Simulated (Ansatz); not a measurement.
This script for Ansatz 0.2.0, Python API starts 8 runs on CH6FNSi, SMILES NC[SiH2]F. What input does the engine get in each?

Script `scan_ch6fnsi.py`:
```python
"""Stretching a bond of CH6FNSi, the rest held rigid."""

import ansatz as az
import numpy as np

BASIS_SET = "def2-SVP"
XC = "pbe"


def main() -> None:
    geometry_ang = [
        ("N", (-0.248, 1.3704, 0.5747)),
        ("C", (-0.5174, -0.0365, 0.4252)),
        ("Si", (0.7721, -0.8912, -0.6129)),
        ("F", (0.4447, -2.4179, -0.7826)),
        ("H", (-0.436, 1.8679, -0.3559)),
        ("H", (-1.0095, 1.8183, 1.1814)),
        ("H", (-0.5022, -0.478, 1.4296)),
        ("H", (-1.4589, -0.1862, -0.0306)),
        ("H", (0.8973, -0.2532, -1.9062)),
        ("H", (2.141, -0.8447, 0.0803)),
    ]
    molecule = az.Crystal.molecule()
    for symbol, xyz in geometry_ang:
        molecule = molecule.atom(symbol, xyz)

    symbols = [site.symbol for site in molecule.cartesian_sites]
    start = np.array([site.position_ang for site in molecule.cartesian_sites])
    axis = (start[8] - start[2]) / np.linalg.norm(start[8] - start[2])
    moving = [8]
    lengths, energies = [1.274, 1.332, 1.39, 1.448, 1.505, 1.563, 1.621, 1.708], []
    for length in lengths:
        xyz = start.copy()
        xyz[moving] += (length - np.linalg.norm(start[8] - start[2])) * axis
        point = az.Crystal.molecule()
        for symbol, xyz in zip(symbols, xyz):
            point = point.atom(symbol, xyz.tolist())
        setup = (
            point.calculation()
            .basis(gaussian=BASIS_SET)
            .functional(XC)
        )
        r = setup.run(threads=1).report
        energies.append(r["free_energy_ev"])
        print(f"r = {length:6.3f} A  E = {energies[-1]:.5f} eV  <S^2> = {abs(r['mean_field']['state']['spin_squared']):.3f}")

    # quartic fit about the minimum
    fit = np.polynomial.Polynomial.fit(lengths, np.array(energies) - min(energies), 4).convert()
    roots = [r.real for r in fit.deriv().roots() if abs(r.imag) < 1e-9 and fit.deriv(2)(r.real) > 0]
    r_e = min(roots, key=lambda r: abs(r - lengths[int(np.argmin(energies))]))
    print(f"minimum of the fit at {r_e:.4f} A, force constant {fit.deriv(2)(r_e):.2f} eV/A^2")


if __name__ == "__main__":
    main()
```

Run 1:
```yaml
crystal:
  periodic: [false, false, false]
  atoms:
    - { symbol: "N", position_ang: [-0.248, 1.3704, 0.5747] }
    - { symbol: C, position_ang: [-0.5174, -0.0365, 0.4252] }
    - { symbol: Si, position_ang: [0.7721, -0.8912, -0.6129] }
    - { symbol: F, position_ang: [0.4447, -2.4179, -0.7826] }
    - { symbol: H, position_ang: [-0.436, 1.8679, -0.3559] }
    - { symbol: H, position_ang: [-1.0095, 1.8183, 1.1814] }
    - { symbol: H, position_ang: [-0.5022, -0.478, 1.4296] }
    - { symbol: H, position_ang: [-1.4589, -0.1862, -0.0306] }
    - { symbol: H, position_ang: [0.882290993238843, -0.3296835967541386, -1.7511588782411796] }
    - { symbol: H, position_ang: [2.141, -0.8447, 0.0803] }
basis:
  gaussian:
    orbitals: def2-SVP
hamiltonian:
  xc: pbe
```

Run 2, against run 1:
```diff
-    - { symbol: H, position_ang: [0.882290993238843, -0.3296835967541386, -1.7511588782411796] }
+    - { symbol: H, position_ang: [0.8873075376720085, -0.3041200556330554, -1.8029791411438392] }
```

Run 3, against run 1:
```diff
-    - { symbol: H, position_ang: [0.882290993238843, -0.3296835967541386, -1.7511588782411796] }
+    - { symbol: H, position_ang: [0.8923240821051741, -0.2785565145119723, -1.8547994040464986] }
```

Run 4, against run 1:
```diff
-    - { symbol: H, position_ang: [0.882290993238843, -0.3296835967541386, -1.7511588782411796] }
+    - { symbol: H, position_ang: [0.8973406265383396, -0.2529929733908891, -1.9066196669491584] }
```

Run 5, against run 1:
```diff
-    - { symbol: H, position_ang: [0.882290993238843, -0.3296835967541386, -1.7511588782411796] }
+    - { symbol: H, position_ang: [0.9022706788261058, -0.22787018297879014, -1.9575464770431514] }
```

Run 6, against run 1:
```diff
-    - { symbol: H, position_ang: [0.882290993238843, -0.3296835967541386, -1.7511588782411796] }
+    - { symbol: H, position_ang: [0.9072872232592712, -0.20230664185770694, -2.0093667399458113] }
```

Run 7, against run 1:
```diff
-    - { symbol: H, position_ang: [0.882290993238843, -0.3296835967541386, -1.7511588782411796] }
+    - { symbol: H, position_ang: [0.9123037676924368, -0.17674310073662375, -2.0611870028484707] }
```

Run 8, against run 1:
```diff
-    - { symbol: H, position_ang: [0.882290993238843, -0.3296835967541386, -1.7511588782411796] }
+    - { symbol: H, position_ang: [0.9198285843421852, -0.138397789054999, -2.1389173972024604] }
```

```console
$ python scan_ch6fnsi.py
r =  1.274 A  E = -13202.73874 eV  <S^2> = 0.000
r =  1.332 A  E = -13203.05278 eV  <S^2> = 0.000
r =  1.390 A  E = -13203.24937 eV  <S^2> = 0.000
r =  1.448 A  E = -13203.35312 eV  <S^2> = 0.000
r =  1.505 A  E = -13203.38407 eV  <S^2> = 0.000
r =  1.563 A  E = -13203.35932 eV  <S^2> = 0.000
r =  1.621 A  E = -13203.29088 eV  <S^2> = 0.000
r =  1.708 A  E = -13203.12859 eV  <S^2> = 0.000
minimum of the fit at 1.5060 A, force constant 16.66 eV/A^2
```

Total energies depend on the basis set; only differences at equal settings carry meaning. The rest of the molecule is held rigid at a force-field or estimated start geometry, and the basis set is modest; single-reference methods fail as a bond breaks. The orbitals are restricted, so S² is zero by construction. Timing: 14 s on 1 thread of Arm Neoverse V2, on a shared host, peak memory 0.19 GiB.

(Lines on the test bed's own set-up are left out of the output.)
